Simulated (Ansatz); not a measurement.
# Hf5Br: the cost of one run

Computed with Ansatz 0.2.0 (DFT PBE, scalar-relativistic, plane waves, PAW, unless a step's input says otherwise).

### 1 Starting point

The structure is cubic, space group F-43m (No. 216). Conventional cell: a = 8.114 Å, b = 8.114 Å, c = 8.114 Å, α = 90.00°, β = 90.00°, γ = 90.00°. Around Hf (site symmetry -43m) lie 4 Hf at 2.19 Å. Hf (site symmetry 3m) has 4 Hf at 2.17 to 2.19 Å in its first shell of neighbours. Around Br (site symmetry -43m) lie 12 Hf at 3.32 Å.

Coordinates:

```cif
data_structure
_symmetry_space_group_name_H-M 'F-43m'
_symmetry_Int_Tables_number 216
_cell_length_a 8.1140
_cell_length_b 8.1140
_cell_length_c 8.1140
_cell_angle_alpha 90.000
_cell_angle_beta 90.000
_cell_angle_gamma 90.000
_cell_volume 534.21
loop_
_atom_site_label
_atom_site_type_symbol
_atom_site_symmetry_multiplicity
_atom_site_Wyckoff_symbol
_atom_site_fract_x
_atom_site_fract_y
_atom_site_fract_z
_atom_site_occupancy
Hf1 Hf 4 a 0.00000 0.00000 0.00000 1
Hf2 Hf 16 e 0.15553 0.34447 0.65553 1
Br1 Br 4 b 0.50000 0.00000 0.00000 1
```

Recipe of the guess: random cell by space group and Wyckoff sites (F-43m, No. 216). The dimensions are guesses.

### 2 The guess as it stands, on a coarse mesh

File input.yaml:

```yaml
crystal:
  lattice:
    - [0.0, 4.05701891, 4.05701891]
    - [4.05701891, 0.0, 4.05701891]
    - [4.05701891, 4.05701891, 0.0]
  atoms:
    - { symbol: Hf, position: [0.0, 0.0, 0.0] }
    - { symbol: Hf, position: [0.15553135, 0.15553135, 0.15553135] }
    - { symbol: Hf, position: [0.15553135, 0.15553135, 0.53340596] }
    - { symbol: Hf, position: [0.15553135, 0.53340596, 0.15553135] }
    - { symbol: Hf, position: [0.53340596, 0.15553135, 0.15553135] }
    - { symbol: Br, position: [0.5, 0.5, 0.5] }
basis:
  ecutwfc: 420
kpoints:
  mp_grid: { grid: [4, 4, 4] }
hamiltonian:
  xc: pbe
scf:
  occupations: { method: gaussian, width: 0.1 }
  lower_state_search: "off"
output:
  forces: true
  stress: true
  eigenvalues: true
```

Command:

```
$ ansatz run input.yaml --threads 1 --pin off --max-ram 2560MiB --backend cpu --events-out ev --progress --plain --runs-dir out
```

What time and memory should one allow on 1 thread of Arm Neoverse V1, shared host?

About 11 s, with a peak of 0.39 GiB.
